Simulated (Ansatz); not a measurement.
Geometry optimisation, Ansatz, DFT PBE, scalar-relativistic, plane waves, PAW.

Input file:

```yaml
crystal:
  lattice:
    - [7.67918, 0.0, 0.0]
    - [3.83959, 6.650365, 0.0]
    - [0.0, 0.0, 19.868765]
  atoms:
    - { symbol: H, position: [0.1666667, 0.1666667, 0.0503303] }
    - { symbol: H, position: [0.6666667, 0.1666667, 0.0503303] }
    - { symbol: H, position: [0.1666667, 0.6666667, 0.0503303] }
    - { symbol: H, position: [0.6666667, 0.6666667, 0.0503303] }
    - { symbol: Si, position: [0.1666667, 0.1666667, 0.1258256] }
    - { symbol: Si, position: [0.6666667, 0.1666667, 0.1258256] }
    - { symbol: Si, position: [0.1666667, 0.6666667, 0.1258256] }
    - { symbol: Si, position: [0.6666667, 0.6666667, 0.1258256] }
    - { symbol: Si, position: [-0.1666667, 0.3333333, 0.1652721] }
    - { symbol: Si, position: [0.3333333, 0.3333333, 0.1652721] }
    - { symbol: Si, position: [-0.1666667, 0.8333333, 0.1652721] }
    - { symbol: Si, position: [0.3333333, 0.8333333, 0.1652721] }
    - { symbol: Si, position: [-0.1666667, 0.3333333, 0.2836116] }
    - { symbol: Si, position: [0.3333333, 0.3333333, 0.2836116] }
    - { symbol: Si, position: [-0.1666667, 0.8333333, 0.2836116] }
    - { symbol: Si, position: [0.3333333, 0.8333333, 0.2836116] }
    - { symbol: Si, position: [0.0, 0.0, 0.3230581] }
    - { symbol: Si, position: [0.5, 0.0, 0.3230581] }
    - { symbol: Si, position: [0.0, 0.5, 0.3230581] }
    - { symbol: Si, position: [0.5, 0.5, 0.3230581] }
    - { symbol: H, position: [0.0, 0.5, 0.3960369] }
    - { symbol: H, position: [0.5, 0.5, 0.3960369] }
    - { symbol: C, position: [0.8641933, 0.1429044, 0.4030832], spin: 1.0 }
magnetization:
  spin_polarized: true
basis:
  ecutwfc: 420.0
kpoints:
  mp_grid: { grid: [2, 2, 1] }
hamiltonian:
  xc: pbe
  pseudopotentials: { kind: paw, azcp: { folder: soft_1 } }
scf:
  occupations: { method: gaussian, width: 0.02 }
  lower_state_search: "off"
relax:
  f_tol: 0.03
  max_steps: 60
  adjacent_minimum: "off"
  constraints: [{ sites: [0, 1, 2, 3, 4, 5, 6, 7] }]
output:
  write_density: true
  write_potential: true
  elf: true
  volumetric_format: npy
```

Command:

```bash
$ ansatz run input.yaml --threads 2 --pin off --max-ram 5120MiB --backend cpu --events-out ev --progress --plain --runs-dir out
```

**Question.** Where does it end, and by what steps?

**Answer.** It converged. The force dipped under the threshold on the way, but the program's further checks kept it going. Limits of this set-up: coarse k mesh, thin slab, slab without dipole correction. After 8 steps the energy has fallen by 1.372 eV; C23 moved furthest, 0.98 Å. Joined: Si13–C23 (2.74 → 1.83 Å).

```
step  energy less start (eV)  largest force component (eV/Å)  accepted
   0                  0.0000                           1.567       yes
   1                 -0.3414                           1.620       yes
   2                 -0.6943                           1.246       yes
   3                 -1.0283                           1.146       yes
   4                 -1.2526                           0.870       yes
   5                 -1.3553                           0.346       yes
   6                 -1.3696                           0.192       yes
   7                 -1.3721                           0.029       yes
   8                 -1.3721                           0.029       yes
```

```xyz
23
Lattice="7.6792 0.0000 0.0000 3.8396 6.6504 0.0000 0.0000 0.0000 19.8688" Properties=species:S:1:pos:R:3
H 1.920 1.108 1.000
H 5.759 1.108 1.000
H 3.840 4.434 1.000
H 7.679 4.434 1.000
Si 1.920 1.108 2.500
Si 5.759 1.108 2.500
Si 3.840 4.434 2.500
Si 7.679 4.434 2.500
Si 0.001 2.212 3.355
Si 3.840 2.219 3.264
Si 1.912 5.543 3.215
Si 5.766 5.544 3.218
Si 0.000 2.422 5.792
Si 3.846 2.296 5.624
Si 1.841 5.581 5.554
Si 5.830 5.585 5.559
Si -0.007 -0.148 6.252
Si 3.839 0.098 6.377
Si 1.978 3.444 6.443
Si 5.709 3.448 6.452
H 2.027 3.544 7.935
H 5.649 3.544 7.945
C 7.666 1.293 7.233
```

Run time: 3 min on 2 threads of Arm Neoverse V2, on a shared host, peak memory 1.5 GiB.
